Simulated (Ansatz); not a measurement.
This script makes relaxations under a series of pressures of LaIr2, space group Fd-3m with Ansatz 0.2.0 through its Python package.

Contents of `POSCAR`:
```text
LaIr2
1.0
   0.00000000    3.84300000    3.84300000
   3.84300000    0.00000000    3.84300000
   3.84300000    3.84300000    0.00000000
La Ir
2 4
Direct
   0.00000000    0.00000000    0.00000000
   0.25000000    0.25000000    0.25000000
   0.62500000    0.62500000    0.62500000
   0.12500000    0.62500000    0.62500000
   0.62500000    0.62500000    0.12500000
   0.62500000    0.12500000    0.62500000
```

Script `run_compress.py`:
```python
"""Volume and enthalpy of LaIr2 against pressure."""

import ansatz
from ase.io import read
import numpy as np
import pandas as pd

params = {
    "xc": "r2SCAN",
    "max_iterations": 150,
    "filling": "fermi_dirac",
    "smearing_width": 0.1,
}

def edges_and_angles(cell):
    cell = np.asarray(cell)
    a, b, c = np.linalg.norm(cell, axis=1)
    cosines = cell[1] @ cell[2] / (b * c), cell[0] @ cell[2] / (a * c), cell[0] @ cell[1] / (a * b)
    return (a, b, c, *np.degrees(np.arccos(cosines)))

atoms = read("POSCAR", format="vasp")
crystal = ansatz.Crystal.from_ase(atoms)

model = (
    crystal.calculation()
    .basis(21 * ansatz.Ha, density_ratio=8)
    .functional(params["xc"])
    .mixing("msr1", preconditioner="kerker")
    .kpoints(7, center="monkhorst-pack")
    .scf(max_iterations=params["max_iterations"])
    .occupations(params["filling"], width=params["smearing_width"])
)

# H = F + PV, with 1 GPa A^3 = 1/160.21766 eV
rows = []
for pressure in [0, 2, 4, 6, 8]:
    done = model.relax(cell=True, pressure=pressure, force_tolerance=0.1, density_extrapolation="transplant").run(threads=1)
    cell = done.lattice.cell_ang
    n_atoms = len(done.lattice.sites)
    volume = abs(np.linalg.det(cell)) / n_atoms
    enthalpy = done.report["free_energy_ev"] / n_atoms + pressure * volume / 160.21766
    rows.append((pressure, volume, enthalpy, *edges_and_angles(cell)))
    print(f"{pressure} GPa done: {volume:.4f} A^3/atom")

table = pd.DataFrame(rows, columns=["P_GPa", "V_A3_atom", "H_eV_atom", "a", "b", "c", "alpha", "beta", "gamma"])
print(table.round(4).to_string(index=False))
p, v = np.array([row[0] for row in rows], float), np.array([row[1] for row in rows])
print("mean bulk modulus between rows (GPa):", np.round(-np.diff(p) / np.diff(np.log(v)), 1))
```

Its results, one of them left out:

| P (GPa) | relaxed V (Å³/atom) |
| --- | --- |
| 0 | 19.048 |
| 2 | 18.847 |
| 4 | ? |
| 6 | 18.479 |
| 8 | 18.311 |

What volume does the cell relax to at 4 GPa?

Murnaghan's form V = V0 (1 + B' P / B0)^(-1/B') through the 4 rows shown gives V0 = 19.048 Å³, B0 = 183.4 GPa and B' = 4.98, and so 18.658 Å³ an atom at 4 GPa. The run gave 18.658 Å³, 0.00 % away.

Notes:
- The settings weren't tested for convergence.
- At a fixed pressure a relaxation lowers the enthalpy F + PV, while F alone can rise.
- For a metal this k-point mesh is coarse: on a finer one energies can move by several to tens of meV an atom and pressures by half a GPa or more, differences at one mesh by less.
- Spin-orbit coupling, which matters for elements this heavy, is left out.
- The starting cell is as deposited in a crystallographic database; the results hold for this polymorph, which needn't be the stable one.
- Symmetry holds the cell in this phase, whether or not it is the stable one at each pressure.
- Run time: 6.7 min on 1 thread of Arm Neoverse V2, with other jobs on the host, peak memory 1.9 GiB.
